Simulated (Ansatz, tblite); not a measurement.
# The cluster GeH₂O₃: rung by rung

Aim: run the singlet of the cluster GeH₂O₃ at one geometry on many levels, and compare frontier levels, spin and run time.

The runs use Ansatz 0.2.0, Gaussian basis; as each input shows.

Levels to be run: GFN1-xTB, GFN2-xTB, PBE-D4/def2-TZVP, r2SCAN-D4/def2-TZVP, revPBE-D4/def2-TZVP, B97M-V/def2-TZVP, BHLYP-D4/def2-TZVP, HF/def2-TZVP, LDA/def2-TZVP, B2PLYP/def2-TZVP, r2SCANh-D4/def2-TZVP, PBE-D4/def2-SVP, PBE0-D4/def2-SVP, PBE0-D4/def2-TZVPD, PBE-D4/def2-TZVPD, r2SCAN-D4/def2-TZVPD, CCSD(T)/def2-TZVPP, MP2/def2-TZVP, RPA/def2-TZVP.

### 1 The structure

The singlet was relaxed beforehand with PBE-D4/def2-SVP. At that level it is the lowest of the isomers that a small search found.

6 atoms, charge 0, spin multiplicity 1.

Bond lengths: Ge1–O2 1.770 Å, Ge1–O3 1.801 Å, Ge1–O4 1.801 Å, Ge1–H6 1.530 Å, O2–H5 0.978 Å. Angles: O2–Ge1–O3 118.9°, O2–Ge1–O4 118.9°, O2–Ge1–H6 108.7°, O3–Ge1–O4 52.9°, O3–Ge1–H6 124.0°, O4–Ge1–H6 124.0°, Ge1–O2–H5 110.2°.

PBE0-D4/def2-TZVP was run before; its log isn't repeated, and its numbers join the tables.

### 2 GFN1-xTB

Tight binding, by tblite at 300 K electronic temperature and without a spin-polarisation term:

```python
tblite.interface.Calculator('GFN1-xTB', numbers, positions, charge=0, uhf=0).singlepoint()
```

Energy -454.5365 eV, HOMO -13.11 eV, LUMO -8.05 eV; 0.003 s.

### 3 GFN2-xTB

Tight binding, by tblite at 300 K electronic temperature and without a spin-polarisation term:

```python
tblite.interface.Calculator('GFN2-xTB', numbers, positions, charge=0, uhf=0).singlepoint()
```

Energy -410.1309 eV, HOMO -12.40 eV, LUMO -7.59 eV; 0.002 s.

### 4 PBE-D4/def2-TZVP

start.molden holds the orbitals of an earlier run on this state, given as this run's starting guess.

in.yaml reads:

```yaml
crystal:
  periodic: [false, false, false]
  atoms:
    - {symbol: Ge, position_ang: [-0.119128, -0.335419, 0.285386]}
    - {symbol: O, position_ang: [1.413587, -0.169047, -0.584032]}
    - {symbol: O, position_ang: [-1.011114, 1.153069, 0.767601]}
    - {symbol: O, position_ang: [-1.619136, 0.322084, -0.463895]}
    - {symbol: H, position_ang: [1.407083, 0.643028, -1.129113]}
    - {symbol: H, position_ang: [-0.071283, -1.613725, 1.124044]}
basis:
  gaussian: {orbitals: def2-TZVP, initial_orbitals: start.molden}
hamiltonian: {xc: pbe, dispersion: d4}
scf: {omitted_lower_state_checks: [starts]}
output: {orbitals: {seedname: orbitals}}
```

On the command line:

```
$ ansatz run in.yaml --threads 4 --pin off --events-out ev --progress --plain --max-ram 3916MiB
```

The runs that follow: r2SCAN-D4/def2-TZVP; revPBE-D4/def2-TZVP; B97M-V/def2-TZVP; BHLYP-D4/def2-TZVP; HF/def2-TZVP; LDA/def2-TZVP; B2PLYP/def2-TZVP; r2SCANh-D4/def2-TZVP; PBE-D4/def2-SVP; PBE0-D4/def2-SVP; PBE0-D4/def2-TZVPD; PBE-D4/def2-TZVPD; r2SCAN-D4/def2-TZVPD; CCSD(T)/def2-TZVPP; MP2/def2-TZVP; RPA/def2-TZVP.

Q: Predict the results of all the runs planned. Wanted: gap in def2-TZVP, named functionals and Hartree-Fock, smallest and largest; correlation energy, CCSD(T)/def2-TZVPP; correlation energy, MP2/def2-TZVP; binding an atom, CCSD(T)/def2-TZVPP; PBE0 total energy, smallest basis above largest.

As calculated:

| quantity | value |
| --- | --- |
| gap in def2-TZVP, named functionals and Hartree-Fock, smallest and largest | 2.80 eV (LDA), 14.47 eV (HF) |
| correlation energy, CCSD(T)/def2-TZVPP | -27.67 eV |
| correlation energy, MP2/def2-TZVP | -26.49 eV |
| binding an atom, CCSD(T)/def2-TZVPP | 3.109 eV |
| PBE0 total energy, smallest basis above largest | 15.13 eV (def2-SVP, def2-TZVPD) |

Orbital gaps of the named functionals and Hartree-Fock in def2-TZVP span 2.80 eV (LDA) to 14.47 eV (HF); exact exchange widens it. The functionals in def2-TZVP miss CCSD(T)/def2-TZVPP by -0.285 (BHLYP-D4) to +0.863 eV (LDA) an atom. CCSD(T)/def2-TZVPP isn't at the basis-set limit; small misses against it rank nothing.
